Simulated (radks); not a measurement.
# W²³⁺ in [Kr] 4d10 4f5: an all-electron calculation

Aim: the levels, the sizes of the orbitals and the parts of the energy of the tungsten ion W23+.

Method: scalar-relativistic Kohn-Sham, LDA (Slater exchange, VWN5 correlation), spin-polarised, spherical densities, point nucleus; open shells are filled with parallel spins first. Code: radks (a radial shooting solver on a logarithmic mesh, Libxc functionals) version 1.

## (1) The system

```
element       : tungsten (Z = 74)
charge        : +23
electrons     : 51
configuration : [Kr] 4d10 4f5
```

Outer shells as boxes (Hund's rule):

W²³⁺
```
[Kr] core
4d [↑↓][↑↓][↑↓][↑↓][↑↓]
4f [↑ ][↑ ][↑ ][↑ ][↑ ][  ][  ]
```

## (2) The calculation

The run's settings:

```text
Z 74
configuration [Kr] 4d10 4f5 5s0 5p0
relativity scalar-relativistic
functional lda,vwn5
spin polarised
nucleus point
c 137.035999084
```

**Question.** What will this run give?

**Answer**, as computed:

| quantity | value |
| --- | --- |
| total energy | -15910.8116 hartree |
| exchange-correlation share of it | 1.80 % |
| −T/E | 1.1032 |
| highest occupied level | 4f up, -663.89 eV |
| most extended occupied level | 4d down, <r> = 0.471 bohr |
| radius at density 0.001 e/bohr³ | 1.38 bohr |
| maxima of the radial density | 4 |
| ionisation energy, NIST | 686 (semi-emp.) eV |

What this shows: 4 principal shells are occupied and 4 maxima appear in the radial density. Relativity lifts −T/E to 1.103. Minus the highest eigenvalue, 663.89 eV, is 97 % of the tabulated ionisation energy (686 eV). Open shells are spherical and high-spin; term and fine-structure splittings are not resolved. Spin-orbit splitting is averaged out at the scalar-relativistic level.
